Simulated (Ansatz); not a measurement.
# K2Ge3: the cost of one run

Method: DFT PBE, scalar-relativistic, plane waves, PAW, in Ansatz 0.2.0.

### Step 1. The system as given

It takes space group I4_132 (No. 214, cubic). Conventional cell: a = 7.838 Å, b = 7.838 Å, c = 7.838 Å, α = 90.00°, β = 90.00°, γ = 90.00°. Around K (site symmetry 32) lie 3 K at 2.77 Å. Around Ge (site symmetry 222) lie 4 Ge at 2.40 Å.

As a file:

```cif
data_structure
_symmetry_space_group_name_H-M 'P 1'
_symmetry_Int_Tables_number 1
_cell_length_a 6.7882
_cell_length_b 6.7882
_cell_length_c 6.7882
_cell_angle_alpha 109.471
_cell_angle_beta 109.471
_cell_angle_gamma 109.471
_cell_volume 240.79
loop_
_atom_site_label
_atom_site_type_symbol
_atom_site_fract_x
_atom_site_fract_y
_atom_site_fract_z
_atom_site_occupancy
K1 K 0.00000 0.25000 0.50000 1
K2 K 0.25000 0.25000 0.25000 1
K3 K 0.25000 0.50000 0.00000 1
K4 K 0.50000 0.00000 0.25000 1
Ge1 Ge 0.62500 0.25000 0.87500 1
Ge2 Ge 0.87500 0.62500 0.25000 1
Ge3 Ge 0.75000 0.62500 0.87500 1
Ge4 Ge 0.25000 0.87500 0.62500 1
Ge5 Ge 0.87500 0.75000 0.62500 1
Ge6 Ge 0.62500 0.87500 0.75000 1
```

Recipe of the guess: 4-connected net of one element, guests in its cages (I4_132, No. 214). Lengths come from tabulated atomic sizes and are only a guess.

### Step 2. A first look at the guess

input.yaml

```yaml
crystal:
  lattice:
    - [-3.91918359, 3.91918359, 3.91918359]
    - [3.91918359, -3.91918359, 3.91918359]
    - [3.91918359, 3.91918359, -3.91918359]
  atoms:
    - { symbol: K, position: [0.0, 0.25, 0.5] }
    - { symbol: K, position: [0.25, 0.25, 0.25] }
    - { symbol: K, position: [0.25, 0.5, 0.0] }
    - { symbol: K, position: [0.5, 0.0, 0.25] }
    - { symbol: Ge, position: [0.625, 0.25, 0.875] }
    - { symbol: Ge, position: [0.875, 0.625, 0.25] }
    - { symbol: Ge, position: [0.75, 0.625, 0.875] }
    - { symbol: Ge, position: [0.25, 0.875, 0.625] }
    - { symbol: Ge, position: [0.875, 0.75, 0.625] }
    - { symbol: Ge, position: [0.625, 0.875, 0.75] }
basis:
  ecutwfc: 420
kpoints:
  mp_grid: { grid: [4, 4, 4] }
hamiltonian:
  xc: pbe
scf:
  occupations: { method: gaussian, width: 0.1 }
  lower_state_search: "off"
output:
  forces: true
  stress: true
  eigenvalues: true
```

The run is started by

```bash
ansatz run input.yaml --threads 1 --pin off --max-ram 2560MiB --backend cpu --events-out ev --progress --plain --runs-dir out
```

What time and memory should one allow on 1 thread of Intel Xeon at 2.50GHz (Skylake/Cascade Lake), shared host?

About 22 s, with a peak of 0.49 GiB.
